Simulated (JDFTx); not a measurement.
# OInCl2H in JDFTx: single point with LDA

Aim: the single point of OInCl2H with LDA.

Everything below comes from runs of JDFTx 1.7.0 (patched build). Logs are shortened: lines on timing, memory, paths and dates and some standing lists are left out, and cuts for length are marked. The log counts tension as positive stress, the text compression.

## 1. The structure

The cell holds a molecule in a box, 5 atoms: a = 13.000 Å, b = 13.000 Å, c = 12.000 Å, α = 90.00°, β = 90.00°, γ = 90.00°.

## 2. Single point, LDA

Contents of InHCl2O.in:

```
lattice \
   24.5664396201     0.0000000000     0.0000000000 \
    0.0000000000    24.5664396201     0.0000000000 \
    0.0000000000     0.0000000000    22.6767134955
coords-type Cartesian
ion O     11.5163690621    15.0165197145    11.2857279508 1
ion In    12.0075086929    11.3445929007    11.3545139061 1
ion Cl    15.4288578226     9.6670829064    13.4723300496 1
ion Cl     9.1867146767     8.7581246405     9.3328848980 1
ion H     12.8229255724    15.8876834958    12.2011111344 1

ion-species pseudo/O.upf
ion-species pseudo/In.upf
ion-species pseudo/Cl.upf
ion-species pseudo/H.upf
elec-cutoff 42
elec-ex-corr lda-PW
kpoint 0.5 0.5 0.5 1
kpoint-folding 1 1 1
elec-n-bands 24
electronic-minimize nIterations 100 energyDiffThreshold 1e-07
davidson-band-ratio 1.3
coulomb-interaction Isolated
coulomb-truncation-embed 12.307786 12.322904 11.402607
core-overlap-check none
converge-empty-states yes
forces-output-coords Cartesian

dump-name run.$VAR
dump End Ecomponents EigStats BandEigs Kpoints Forces Dipole
```

Potentials or basis: PseudoDojo-SR-LDA-0.4.1-standard with smoothed tails.

Run with:

```
$ jdftx -c 1 -i InHCl2O.in -o InHCl2O.out
```

The program printed:

```text
*************** JDFTx 1.7.0 (patched build) ***************

Input parsed successfully to the following command list (including defaults):
[... the input with its defaults ...]

---------- Setting up symmetries ----------

Found 16 point-group symmetries of the bravais lattice
Found 1 space-group symmetries with basis
Applied RMS atom displacement 0 bohrs to make symmetries exact.

---------- Initializing the Grid ----------
R =
[      24.5664            0            0  ]
[            0      24.5664            0  ]
[            0            0      22.6767  ]
unit cell volume = 13685.6
G =
[   0.255763          0          0  ]
[          0   0.255763          0  ]
[          0          0   0.277077  ]
Minimum fftbox size, Smin = [  144  144  136  ]
Chosen fftbox size, S = [  144  144  140  ]

---------- Exchange Correlation functional ----------
Initalized Slater LDA exchange.
Initalized Perdew-Wang LDA correlation.

---------- Setting up pseudopotentials ----------
Width of ionic core gaussian charges (only for fluid interactions / plotting) set to 0

Reading pseudopotential file 'pseudo/O.upf':
  'O' pseudopotential, 'SLA  PW   NOGX NOGC' functional
  Generated using ONCVPSP code by D. R. Hamann
  6 valence electrons, 2 orbitals, 5 projectors, 926 radial grid points, with lMax = 2
    2S    l: 0   occupation:  2.0   eigenvalue: -0.872925
    2P    l: 1   occupation:  4.0   eigenvalue: -0.338004
  Core radius for overlap checks: 1.39 bohrs.

Reading pseudopotential file 'pseudo/In.upf':
  'In' pseudopotential, 'SLA  PW   NOGX NOGC' functional
  Generated using ONCVPSP code by D. R. Hamann
  13 valence electrons, 3 orbitals, 6 projectors, 1001 radial grid points, with lMax = 2
    4D    l: 2   occupation: 10.0   eigenvalue: -0.687856
    5S    l: 0   occupation:  2.0   eigenvalue: -0.311709
    5P    l: 1   occupation:  1.0   eigenvalue: -0.099150
  Core radius for overlap checks: 2.17 bohrs.

Reading pseudopotential file 'pseudo/Cl.upf':
  'Cl' pseudopotential, 'SLA  PW   NOGX NOGC' functional
  Generated using ONCVPSP code by D. R. Hamann
  7 valence electrons, 2 orbitals, 6 projectors, 1001 radial grid points, with lMax = 2
    3S    l: 0   occupation:  2.0   eigenvalue: -0.760433
    3P    l: 1   occupation:  5.0   eigenvalue: -0.319777
  Core radius for overlap checks: 1.71 bohrs.

Reading pseudopotential file 'pseudo/H.upf':
  'H' pseudopotential, 'SLA  PW   NOGX NOGC' functional
  Generated using ONCVPSP code by D. R. Hamann
  1 valence electrons, 1 orbitals, 3 projectors, 1001 radial grid points, with lMax = 1
    1S    l: 0   occupation:  1.0   eigenvalue: -0.233459
  Core radius for overlap checks: 0.96 bohrs.

Initialized 4 species with 5 total atoms.
[... 44 lines left out ...]
H pseudo-atom occupations:   s ( 1 )
	FillingsUpdate:  mu: -0.110480715  nElectrons: 34.000000
LCAOMinimize: Iter:   0  Etot: -103.1671617245825132  |grad|_K:  3.361e-02  alpha:  1.000e+00
	FillingsUpdate:  mu: -0.125211772  nElectrons: 34.000000
LCAOMinimize: Iter:   1  Etot: -103.2175893081851115  |grad|_K:  2.981e-02  alpha:  7.964e-02  linmin: -3.732e-01  cgtest:  9.423e-01
LCAOMinimize: Encountered beta<0, resetting CG.
[... 5 lines of inner loops ...]
LCAOMinimize: 	Predicted alpha/alphaT>3.000000, increasing alphaT to 4.550994e-01.
	FillingsUpdate:  mu: -0.197021320  nElectrons: 34.000000
LCAOMinimize: Iter:   3  Etot: -103.3462945355613414  |grad|_K:  6.996e-03  alpha:  3.657e-01  linmin:  1.086e-01  cgtest: -6.542e-02
LCAOMinimize: None of the convergence criteria satisfied after 3 iterations.

-------- Electronic minimization -----------
ElecMinimize: Iter:   0  Etot: -103.346294535561583  |grad|_K:  2.764e-04  alpha:  1.000e+00
	SubspaceRotationAdjust: set factor to 1.02
ElecMinimize: Iter:   1  Etot: -103.492023120145831  |grad|_K:  1.626e-04  alpha:  4.421e-01  linmin:  9.885e-05
	SubspaceRotationAdjust: set factor to 1.17
ElecMinimize: Iter:   2  Etot: -103.532048417310207  |grad|_K:  9.473e-05  alpha:  3.551e-01  linmin:  9.571e-05
	SubspaceRotationAdjust: set factor to 1.44
ElecMinimize: Iter:   3  Etot: -103.550670537766123  |grad|_K:  5.631e-05  alpha:  4.872e-01  linmin:  1.085e-04
	SubspaceRotationAdjust: set factor to 1.71
ElecMinimize: Iter:   4  Etot: -103.557720167710954  |grad|_K:  4.230e-05  alpha:  5.223e-01  linmin: -1.170e-04
	SubspaceRotationAdjust: set factor to 2.03
ElecMinimize: Iter:   5  Etot: -103.560896638738654  |grad|_K:  2.690e-05  alpha:  4.130e-01  linmin: -3.168e-05
	SubspaceRotationAdjust: set factor to 2.32
ElecMinimize: Iter:   6  Etot: -103.562299239599682  |grad|_K:  1.622e-05  alpha:  4.526e-01  linmin:  2.557e-05
	SubspaceRotationAdjust: set factor to 2.64
ElecMinimize: Iter:   7  Etot: -103.562761768421424  |grad|_K:  1.101e-05  alpha:  4.126e-01  linmin:  5.916e-07
	SubspaceRotationAdjust: set factor to 3.09
ElecMinimize: Iter:   8  Etot: -103.562961126720438  |grad|_K:  6.607e-06  alpha:  3.850e-01  linmin: -4.608e-06
	SubspaceRotationAdjust: set factor to 3.34
[... 4 lines left out ...]
ElecMinimize: Iter:  11  Etot: -103.563078197476102  |grad|_K:  1.527e-06  alpha:  4.367e-01  linmin: -6.908e-06
	SubspaceRotationAdjust: set factor to 4.07
ElecMinimize: Iter:  12  Etot: -103.563083024148355  |grad|_K:  9.970e-07  alpha:  4.840e-01  linmin: -6.531e-06
	SubspaceRotationAdjust: set factor to 4.39
ElecMinimize: Iter:  13  Etot: -103.563084884387322  |grad|_K:  6.537e-07  alpha:  4.378e-01  linmin: -5.208e-07
	SubspaceRotationAdjust: set factor to 4.46
ElecMinimize: Iter:  14  Etot: -103.563085655671912  |grad|_K:  4.203e-07  alpha:  4.225e-01  linmin: -6.117e-07
	SubspaceRotationAdjust: set factor to 4.72
ElecMinimize: Iter:  15  Etot: -103.563085955765928  |grad|_K:  2.771e-07  alpha:  3.975e-01  linmin:  1.514e-07
	SubspaceRotationAdjust: set factor to 4.84
ElecMinimize: Iter:  16  Etot: -103.563086088787685  |grad|_K:  1.786e-07  alpha:  4.054e-01  linmin: -7.775e-08
	SubspaceRotationAdjust: set factor to 4.75
ElecMinimize: Iter:  17  Etot: -103.563086143800419  |grad|_K:  1.215e-07  alpha:  4.037e-01  linmin: -5.774e-09
	SubspaceRotationAdjust: set factor to 4.71
ElecMinimize: Iter:  18  Etot: -103.563086169296994  |grad|_K:  7.092e-08  alpha:  4.044e-01  linmin: -1.441e-07
ElecMinimize: Converged (|Delta Etot|<1.000000e-07 for 2 iters).
Setting wave functions to eigenvectors of Hamiltonian
Converging empty states (this may take a while): |deigs|: 1.669e-02

# Ionic positions in cartesian coordinates:
ion O  11.516369062100001  15.016519714499999  11.285727950800002 1
ion In  12.007508692900000  11.344592900700000  11.354513906100003 1
ion Cl  15.428857822599999   9.667082906399999  13.472330049600002 1
ion Cl   9.186714676699999   8.758124640500000   9.332884898000001 1
ion H  12.822925572400001  15.887683495799999  12.201111134400003 1

# Forces in Cartesian coordinates:
force O  -0.006193227983470  -0.008711253708643  -0.004639776722831 1
force In   0.000045942780463   0.000419650318373   0.000035175689326 1
force Cl  -0.003513162489182   0.001768666703831  -0.002162438630480 1
force Cl   0.003247817109728   0.003235293943774   0.002349319976078 1
force H   0.006415907637615   0.003341669342613   0.004423801873509 1

# Energy components:
   Eewald =       89.4136287331311053
       EH =      178.5546330480640052
     Eloc =     -402.5354370943653635
      Enl =      -13.1712775429206079
      Exc =      -33.0045516312856222
 Exc_core =       12.6102942250821464
       KE =       64.5696240929973300
-------------------------------------
     Etot =     -103.5630861692969944

IonicMinimize: Iter:   0  Etot: -103.563086169296994  |grad|_K:  4.119e-03
IonicMinimize: None of the convergence criteria satisfied after 0 iterations.

#--- Lowdin population analysis ---
# oxidation-state O -0.744
# oxidation-state In +1.031
# oxidation-state Cl -0.277 -0.253
# oxidation-state H +0.434

Dumping 'run.eigStats' ...
	eMin: -0.913732 at state 0 ( [ +0.500000 +0.500000 +0.500000 ] spin 0 )
	HOMO: -0.291099 at state 0 ( [ +0.500000 +0.500000 +0.500000 ] spin 0 )
	mu  : -0.174056
	LUMO: -0.140107 at state 0 ( [ +0.500000 +0.500000 +0.500000 ] spin 0 )
	eMax: +0.013360 at state 0 ( [ +0.500000 +0.500000 +0.500000 ] spin 0 )
	HOMO-LUMO gap: +0.150992
	Optical gap  : +0.150992 at state 0 ( [ +0.500000 +0.500000 +0.500000 ] spin 0 )
Done!
[note: without smearing the FillingsUpdate lines are those of the first guess, not of the final state]
```

Wall time 7 min (1 thread of Arm Neoverse V1, shared host); peak memory 1.4 GiB.

Results:

- Free energy: -2818.0951 eV
- Largest force: 0.599 eV/Å
- Gap between the frontier levels: 4.11 eV
- Loewdin charges: O -0.74; In +1.03; Cl -0.28, -0.25; H +0.43 e

Forces in eV/Å, atoms in the order of the input:
```
O   -0.318 -0.448 -0.239
In   0.002  0.022  0.002
Cl  -0.181  0.091 -0.111
Cl   0.167  0.166  0.121
H    0.330  0.172  0.227
```

Caveat: the shifted mesh misses Γ; spin-orbit coupling is left out, which moves the levels of the heavy elements.
